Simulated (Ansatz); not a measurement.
# CdS (wurtzite type): Wannier runs under varied settings

Aim: run 3 Wannier inputs for CdS (wurtzite type) as typed, and read from each log whether it ends well.

Program: Ansatz 0.2.0. Level of theory: plane waves, PAW; the settings change from run to run, as each input shows. These are calculated values, not measurements.

### Step 1. Starting point

It takes space group P6_3mc (No. 186, hexagonal). The conventional cell has a = 4.165 Å, b = 4.165 Å, c = 6.766 Å, α = 90.00°, β = 90.00°, γ = 120.00°. Around Cd (site symmetry 3m) lie 4 S at 2.54 to 2.55 Å. Around S (site symmetry 3m) lie 4 Cd at 2.54 to 2.55 Å.

Coordinates:

```
Cd S
1.0
     4.16460    0.00000    0.00000
    -2.08230    3.60665    0.00000
     0.00000    0.00000    6.76601
Cd S
2 2
Direct
  0.33333 0.66667 0.99904
  0.66667 0.33333 0.49904
  0.33333 0.66667 0.37596
  0.66667 0.33333 0.87596
```

Cell and atoms come from an earlier r2SCAN relaxation.

### Step 2. Try 1

input.yaml

```yaml
crystal:
  lattice:
    - [4.1646012771, 0.0, 0.0]
    - [-2.0823006386, 3.6066505026, 0.0]
    - [0.0, 0.0, 6.7660104931]
  atoms:
    - { symbol: Cd, position: [0.3333333333, 0.6666666667, -0.0009631163] }
    - { symbol: Cd, position: [0.6666666667, 0.3333333333, 0.4990368837] }
    - { symbol: S, position: [0.3333333333, 0.6666666667, 0.3759631163] }
    - { symbol: S, position: [0.6666666667, 0.3333333333, 0.8759631163] }
kpoints:
  mp_grid: { grid: [6, 6, 4] }
  band_path:
    path:
      - [[0.0, 0.0, 0.0], [0.5, -3.791418995801e-17, 5.04717271231e-19], [0.3333333333333, 0.3333333333333, 3.364781808207e-19], [0.0, 0.0, 0.0], [1.808982159659e-36, -2.55231607897e-36, 0.5], [0.5, -3.796196026471e-17, 0.5], [0.3333333333333, 0.3333333333333, 0.5], [1.808982159659e-36, -2.55231607897e-36, 0.5]]
      - [[0.5, -3.796196026471e-17, 0.5], [0.5, -3.791418995801e-17, 5.04717271231e-19]]
      - [[0.3333333333333, 0.3333333333333, 0.5], [0.3333333333333, 0.3333333333333, 3.364781808207e-19]]
    npoints: 10
hamiltonian:
  xc: pbe
scf:
  occupations: { method: fixed }
  n_extra_bands: 6
output:
  forces: false
  stress: false
  eigenvalues: true
  wannier:
    kmesh: [6, 6, 4]
    projections: [{ species: Cd, l: d, shell: 4 }]
    minimise: true
    write_hr: true
    conv_tol: 0.001
    max_iter: 1000
```

Command:

```bash
$ ansatz run input.yaml --threads 4 --pin off --max-ram 3686MiB --backend cpu --events-out ev --progress --plain --runs-dir out
```

Log:

```text
Warning: RAYON_NUM_THREADS=4 ignored (pool sized by the plan → 4); use --threads N
scf.n_extra_bands = 6 over 26 filled bands (N_el = 52.0): the run solves 32 bands
Engine: ansatz 0.2.0, aarch64-unknown-linux-gnu
Pseudopotentials: kind: paw
Pseudopotential: Cd, paw, valence charge 20, recommended cutoff 420 eV (normal), Cd.paw.azcp
Pseudopotential: S, paw, valence charge 6, recommended cutoff 420 eV (normal), S.paw.azcp
Functional definition: PBE
  parameter kappa = 0.804
  parameter beta = 0.06672455060314922
  exchange = pbe_x(kappa = kappa, mu = beta*pi^2/3)
  correlation = pbe_c(beta = beta)
Crystal: 4 atoms, lattice volume = 101.627 Å³
Basis set: ecut = 420 eV, 1985 PW (Γ)
Bands: 32, of which v1, the nominal top of the filled ones, is band 26 counted from 1 (25 counted from 0)
Symmetry: 12 space group operations
Space group: P63mc (ITA 186), of the structure as read, at distance tolerance 4.7e-5 Å
k-points: 21 of 144 (time reversal used)
Non-local potential: Cd, projectors of the file, l = 0: 3, l = 1: 2, l = 2: 2, l = 3: 1
Non-local potential: S, projectors of the file, l = 0: 2, l = 1: 2, l = 2: 2
PAW form: soft (Blöchl's): semilocal exchange-correlation on the pseudo side does not see the compensation charge
PAW one-centre angular grid: Cd, 590 points (default); XC on 64 Gauss nodes
PAW one-centre angular grid: S, 110 points (default); XC on 64 Gauss nodes
Initial density: superposition of atomic densities (neutral atoms: chi_scale 0, normalization atom), corrected by the library's trained network
Initial wavefunctions: pseudopotential atomic-orbital guess
Functional: x = pbe(κ = 0.804, μ = 0.2195149727645171), c = pbe(β = 0.06672455060314922)
SCF iter   1: F=—  HF=-18315.648008 eV  |F-HF|=—  |Δ(HF+E_count)|=         —  Δρ=5.82e-4  dr2=4.35e-4  ethr=1.77e-3  ⟨swp⟩=4.9  Hψ=2275  notcnv=0  defer=82
preconditioner: auto → Resta (q_TF=auto, 2.440 Å⁻¹)  ε∞=4.6  [insulator: Δε(μ)=1.165 eV  Ē_g=11.581 eV  n_scr=22 (ndim 8)  ℏωp=22.1 eV  f_vac=0.133  ε∞_Penn≈4.6]
SCF iter   2: F=—  HF=-18315.649533 eV  |F-HF|=—  |Δ(HF+E_count)|=   1.52e-3  Δρ=2.99e-4  dr2=1.09e-4  ethr=8.37e-7  ⟨swp⟩=2.9  Hψ=1477  notcnv=0  defer=83
SCF iter   3: F=—  HF=-18315.649602 eV  |F-HF|=—  |Δ(HF+E_count)|=   6.94e-5  Δρ=1.03e-4  dr2=8.30e-6  ethr=2.10e-7  ⟨swp⟩=2.0  Hψ=1014  notcnv=0  defer=82
SCF iter   4: F=—  HF=-18315.649634 eV  |F-HF|=—  |Δ(HF+E_count)|=   3.14e-5  Δρ=4.39e-5  dr2=1.80e-6  ethr=1.60e-8  ⟨swp⟩=2.3  Hψ=1014  notcnv=0  defer=39
SCF iter   5: F=—  HF=-18315.649637 eV  |F-HF|=—  |Δ(HF+E_count)|=   3.65e-6  Δρ=9.28e-6  dr2=1.20e-7  ethr=3.46e-9  ⟨swp⟩=2.0  Hψ=1014  notcnv=0  defer=46
SCF iter   6: F=-18315.649638 eV  HF=-18315.649638 eV  |F-HF|=1.30e-8  |Δ(HF+E_count)|=   1.75e-7  Δρ=3.27e-6  dr2=1.60e-8  ethr=1.92e-10  ⟨swp⟩=8.0  Hψ=2487  notcnv=0
SCF 1 converged in 6 iterations: F = -18315.649638 eV  dr2 = 1.60e-8
NSCF: frozen V_eff on 93 k-points
NSCF: frozen V_eff on 24 k-points
the Wannier pass solved 24 of the 144 points of its mesh, and has the states at the others by symmetry: states obtained by the crystal's operations at points that were solved too leave a residual of 4.68e-13 eV (read by the count's bands and the next), within 6.67e-6 eV
SCF converged after 6 iterations
Free energy (F): -18315.649638 eV
Harris-Foulkes:  -18315.649638 eV  (|F-HF|=1.30e-8)
Internal energy: -18315.649638 eV  (E = F + TS)
E sigma→0 (E₀):  -18315.649638 eV
Fermi energy:    6.574623 eV
--- Per-component energies (eV) ---
  E_band       = -1027.305371
  E_kinetic    = 1222.923075
  E_local      = -8105.410169  (includes V_loc(G=0)·N_el)
  E_nonlocal   = 124.383105
  E_hartree    = 3719.674026
  E_xc         = -547.399240
  E_vxc        = -617.690326  (∫ρ·V_xc dr)
  E_paw        = -9367.719337  (= ΣΔE_a)
  E_vpaw       = -1090.866201  (= ΣTr[D̂ρ^β])
  E_aug_tail   = 0.000031  (compensation charges beyond the density's cutoff)
  E_ewald      = -5362.101130
  E_smearing   = -0.000000  (= −TS)
  E_closure    = 0.000000  (closes the sum)
  Σ components = -18315.649638   (vs F -18315.649638, Δ=0.00e0)
--- Band table (eV; the first three rows and the last of 21) ---
  k-point 0: bands = ["-94.6742", "-94.6742", "-55.7470", "-55.7467", "-55.7467", "-55.7465", "-55.7465", "-55.7464", "-5.6487", "-5.2361", "-1.0421", "-1.0372", "-1.0372", "-0.9575", "-0.9575", "-0.6449", "-0.6449", "-0.5586", "-0.5586", "-0.2305", "2.3434", "5.8474", "5.8474", "6.5369", "6.5746", "6.5746", "7.7466", "9.3350", "13.0377", "13.0377", "13.3509", "14.1142"]
  k-point 1: bands = ["-94.6742", "-94.6742", "-55.7469", "-55.7466", "-55.7466", "-55.7466", "-55.7466", "-55.7465", "-5.5868", "-5.2941", "-1.0286", "-1.0286", "-0.9965", "-0.9724", "-0.9724", "-0.6296", "-0.6296", "-0.5685", "-0.5685", "-0.4795", "2.9259", "5.5575", "5.9480", "5.9480", "6.4617", "6.4617", "8.6264", "9.4081", "12.8651", "13.1060", "13.1060", "13.6010"]
  k-point 2: bands = ["-94.6742", "-94.6742", "-55.7467", "-55.7467", "-55.7466", "-55.7466", "-55.7466", "-55.7466", "-5.4386", "-5.4386", "-1.0036", "-1.0036", "-1.0036", "-1.0036", "-0.8206", "-0.8206", "-0.5963", "-0.5963", "-0.5963", "-0.5963", "4.1683", "4.1683", "6.1987", "6.1987", "6.1987", "6.1987", "9.3843", "9.3843", "12.7208", "12.7208", "13.3791", "13.3791"]
  k-point 20: bands = ["-94.6742", "-94.6742", "-55.7470", "-55.7470", "-55.7469", "-55.7469", "-55.7466", "-55.7466", "-5.1411", "-5.1411", "-0.8624", "-0.8624", "-0.8465", "-0.8465", "-0.6376", "-0.6376", "-0.6292", "-0.6292", "-0.0865", "-0.0865", "2.6625", "2.6625", "4.2367", "4.2367", "5.5059", "5.5059", "10.9400", "10.9400", "12.6854", "12.6854", "12.9988", "12.9988"]
Wannier search: line search 1 of at most 1000: gauge-dependent spread (as the search counts it) 0.1352574 Å², largest recent change 4.9e-3 Å² and fall left 3.6e-6 Å² against conv_tol 1.0e-3 Å², 0 stops escaped
```

Run time: 5 s. Hardware: 4 threads of Arm Neoverse V2, shared host; peak memory 0.43 GiB.

wannier.win names the bands that the functions span: 11-20 (counted from 1; 26 are filled).

The head of wannier.spreads.toml:

```toml
omega_i_ang2 = 9.58873443521911
omega_d_ang2 = 0.0024876694452269647
omega_od_ang2 = 0.11520531892581427
omega_total_ang2 = 9.706427423590151
least_projectability = 0.8268988159291649
b_vectors_match_mmn = true
n_iter = 17
converged = true
rejected_fitted_steps = 0
```

The functions (centres in Å, on-site energies from the top of the filled bands):

```csv
n,x,y,z,spread (Å²),on-site (eV),nearest atoms,distance (Å)
1,-0.023,2.391,0.081,1.177,-7.271,Cd1,0.09
2,0.000,2.402,-0.004,0.676,-7.230,Cd1,0.00
3,0.000,2.407,-0.004,0.676,-7.230,Cd1,0.00
4,-0.028,2.480,-0.057,1.162,-7.272,Cd1,0.09
5,0.051,2.343,-0.057,1.162,-7.272,Cd1,0.09
6,2.105,1.216,3.464,1.177,-7.271,Cd2,0.09
7,2.083,1.205,3.379,0.676,-7.230,Cd2,0.00
8,2.082,1.200,3.379,0.676,-7.230,Cd2,0.00
9,2.110,1.127,3.327,1.162,-7.272,Cd2,0.09
10,2.030,1.264,3.327,1.162,-7.272,Cd2,0.09
```

Along the path each interpolated band stays within 0.00, 0.00, 0.00, 0.00, 0.00, 0.00, 0.00, 0.00, 0.00, 0.00 eV of the nearest computed level, from the lowest band up.

### Step 3. Try 2

input.yaml: that of step 2 with these lines changed.

```diff
@@ -29,6 +29,6 @@
     kmesh: [6, 6, 4]
-    projections: [{ species: Cd, l: d, shell: 4 }]
+    projections: [{ species: S, l: p, shell: 3 }, { species: Cd, l: d, shell: 4 }]
     minimise: true
     write_hr: true
-    conv_tol: 0.001
+    conv_tol: 1.0e-08
     max_iter: 1000
```

Command:

```bash
$ ansatz run input.yaml --threads 4 --pin off --max-ram 3686MiB --backend cpu --events-out ev --progress --plain --runs-dir out
```

Log, shortened:

```text
Warning: RAYON_NUM_THREADS=4 ignored (pool sized by the plan → 4); use --threads N
scf.n_extra_bands = 6 over 26 filled bands (N_el = 52.0): the run solves 32 bands
[...]
[... 4 set-up lines as earlier in the session ...]
[...]
Crystal: 4 atoms, lattice volume = 101.627 Å³
Basis set: ecut = 420 eV, 1985 PW (Γ)
Bands: 32, of which v1, the nominal top of the filled ones, is band 26 counted from 1 (25 counted from 0)
[... 2 set-up lines as earlier in the session ...]
k-points: 21 of 144 (time reversal used)
[...]
SCF iter   1: F=—  HF=-18315.648008 eV  |F-HF|=—  |Δ(HF+E_count)|=         —  Δρ=5.82e-4  dr2=4.35e-4  ethr=1.77e-3  ⟨swp⟩=4.9  Hψ=2275  notcnv=0  defer=82
[...]
SCF iter   6: F=-18315.649638 eV  HF=-18315.649638 eV  |F-HF|=1.30e-8  |Δ(HF+E_count)|=   1.75e-7  Δρ=3.27e-6  dr2=1.60e-8  ethr=1.92e-10  ⟨swp⟩=8.0  Hψ=2487  notcnv=0
[...]
NSCF: frozen V_eff on 93 k-points
NSCF: frozen V_eff on 24 k-points
the Wannier pass solved 24 of the 144 points of its mesh, and has the states at the others by symmetry: states obtained by the crystal's operations at points that were solved too leave a residual of 4.68e-13 eV (read by the count's bands and the next), within 6.67e-6 eV
SCF converged after 6 iterations
Free energy (F): -18315.649638 eV
[...]
E sigma→0 (E₀):  -18315.649638 eV
Fermi energy:    6.574623 eV
[...]
--- Band table (eV; the first three rows and the last of 21) ---
[...]
Wannier search: line search 1 of at most 1000: gauge-dependent spread (as the search counts it) 0.7813601 Å², largest recent change 2.6e-1 Å² and fall left 9.4e-5 Å² against conv_tol 1.0e-8 Å², 0 stops escaped
```

It took 5.5 s on 4 threads of Arm Neoverse V2, shared host; peak memory 0.42 GiB.

wannier.win names the bands that the functions span: 11-26 (counted from 1; 26 are filled).

The head of wannier.spreads.toml:

```toml
omega_i_ang2 = 19.023612901192564
omega_d_ang2 = 0.01123563152222236
omega_od_ang2 = 0.7673521852690991
omega_total_ang2 = 19.802200717983887
least_projectability = 0.8132708641722391
b_vectors_match_mmn = true
n_iter = 55
converged = true
rejected_fitted_steps = 1
```

The functions (centres in Å, on-site energies from the top of the filled bands):

```csv
n,x,y,z,spread (Å²),on-site (eV),nearest atoms,distance (Å)
1,-0.023,2.391,2.361,2.210,-2.442,S3,0.18
2,0.086,2.286,2.636,2.165,-2.457,S3,0.17
3,-0.059,2.538,2.636,2.165,-2.457,S3,0.17
4,2.105,1.216,5.744,2.210,-2.442,S4,0.18
5,1.996,1.321,6.019,2.165,-2.457,S4,0.17
6,2.142,1.069,6.019,2.165,-2.457,S4,0.17
7,0.017,2.395,0.002,0.662,-7.003,Cd1,0.02
8,-0.017,2.395,0.003,0.660,-7.007,Cd1,0.02
9,0.000,2.424,0.002,0.662,-7.003,Cd1,0.02
10,-0.006,2.415,-0.021,0.689,-6.949,Cd1,0.02
11,0.006,2.393,-0.021,0.689,-6.949,Cd1,0.02
12,2.065,1.212,3.385,0.662,-7.002,Cd2,0.02
13,2.100,1.212,3.386,0.660,-7.007,Cd2,0.02
14,2.082,1.182,3.385,0.662,-7.003,Cd2,0.02
15,2.089,1.192,3.362,0.689,-6.949,Cd2,0.02
16,2.076,1.213,3.362,0.689,-6.949,Cd2,0.02
```

Along the path each interpolated band stays within 0.00, 0.00, 0.00, 0.00, 0.00, 0.00, 0.00, 0.00, 0.00, 0.00, 0.02, 0.04 and so on, 0.07 at most for the rest, eV of the nearest computed level, from the lowest band up.

### Step 4. Try 3

input.yaml: that of step 3 with these lines changed.

```diff
@@ -29,3 +29,3 @@
     kmesh: [6, 6, 4]
-    projections: [{ species: S, l: p, shell: 3 }, { species: Cd, l: d, shell: 4 }]
+    projections: [{ species: S, l: p, shell: 3 }]
     minimise: true
```

Command:

```bash
$ ansatz run input.yaml --threads 4 --pin off --max-ram 3686MiB --backend cpu --events-out ev --progress --plain --runs-dir out
```

Log, shortened:

```text
Warning: RAYON_NUM_THREADS=4 ignored (pool sized by the plan → 4); use --threads N
scf.n_extra_bands = 6 over 26 filled bands (N_el = 52.0): the run solves 32 bands
[...]
[... 4 set-up lines as earlier in the session ...]
[...]
Crystal: 4 atoms, lattice volume = 101.627 Å³
Basis set: ecut = 420 eV, 1985 PW (Γ)
Bands: 32, of which v1, the nominal top of the filled ones, is band 26 counted from 1 (25 counted from 0)
[... 2 set-up lines as earlier in the session ...]
k-points: 21 of 144 (time reversal used)
[...]
SCF iter   1: F=—  HF=-18315.648008 eV  |F-HF|=—  |Δ(HF+E_count)|=         —  Δρ=5.82e-4  dr2=4.35e-4  ethr=1.77e-3  ⟨swp⟩=4.9  Hψ=2275  notcnv=0  defer=82
[...]
SCF iter   6: F=-18315.649638 eV  HF=-18315.649638 eV  |F-HF|=1.30e-8  |Δ(HF+E_count)|=   1.75e-7  Δρ=3.27e-6  dr2=1.60e-8  ethr=1.92e-10  ⟨swp⟩=8.0  Hψ=2487  notcnv=0
[...]
NSCF: frozen V_eff on 93 k-points
NSCF: frozen V_eff on 24 k-points
the Wannier pass solved 24 of the 144 points of its mesh, and has the states at the others by symmetry: states obtained by the crystal's operations at points that were solved too leave a residual of 4.68e-13 eV (read by the count's bands and the next), within 6.67e-6 eV
SCF converged after 6 iterations
Free energy (F): -18315.649638 eV
[...]
E sigma→0 (E₀):  -18315.649638 eV
Fermi energy:    6.574623 eV
[...]
--- Band table (eV; the first three rows and the last of 21) ---
[...]
Wannier search: line search 1 of at most 1000: gauge-dependent spread (as the search counts it) 0.3743891 Å², largest recent change 3.6e-2 Å² and fall left 7.6e-5 Å² against conv_tol 1.0e-8 Å², 0 stops escaped
```

Run time: 4.9 s. Hardware: 4 threads of Arm Neoverse V2, shared host; peak memory 0.43 GiB.

wannier.win names the bands that the functions span: 21-26 (counted from 1; 26 are filled).

The head of wannier.spreads.toml:

```toml
omega_i_ang2 = 16.01853946301533
omega_d_ang2 = 0.005731387316658735
omega_od_ang2 = 0.36516280941765444
omega_total_ang2 = 16.389433659749642
least_projectability = 0.7708220878806021
b_vectors_match_mmn = true
n_iter = 24
converged = true
rejected_fitted_steps = 0
```

The functions (centres in Å, on-site energies from the top of the filled bands):

```csv
n,x,y,z,spread (Å²),on-site (eV),nearest atoms,distance (Å)
1,-0.037,2.383,2.305,2.764,-1.988,S3,0.24
2,0.119,2.245,2.667,2.716,-2.001,S3,0.23
3,-0.078,2.587,2.667,2.716,-2.001,S3,0.23
4,2.119,1.223,5.688,2.764,-1.988,S4,0.24
5,1.963,1.361,6.050,2.716,-2.001,S4,0.23
6,2.160,1.019,6.050,2.716,-2.001,S4,0.23
```

Along the path each interpolated band stays within 0.02, 0.04, 0.03, 0.07, 0.01, 0.01 eV of the nearest computed level, from the lowest band up.

### Step 5. Summary

| try | settings | ended | result | time |
| --- | --- | --- | --- | --- |
| 1 | PBE, 10 functions, 6×6×4 | converged | spread 9.71 Å² | 5 s |
| 2 | PBE, 16 functions, 6×6×4 | converged | spread 19.80 Å² | 5.5 s |
| 3 | PBE, 6 functions, 6×6×4 | converged | spread 16.39 Å² | 4.9 s |

**Reading.** 3 converged. Over the sound inputs the mean spread of a function spans 0.97 to 2.73 Å². These numbers test the settings; they aren't properties of the solid.
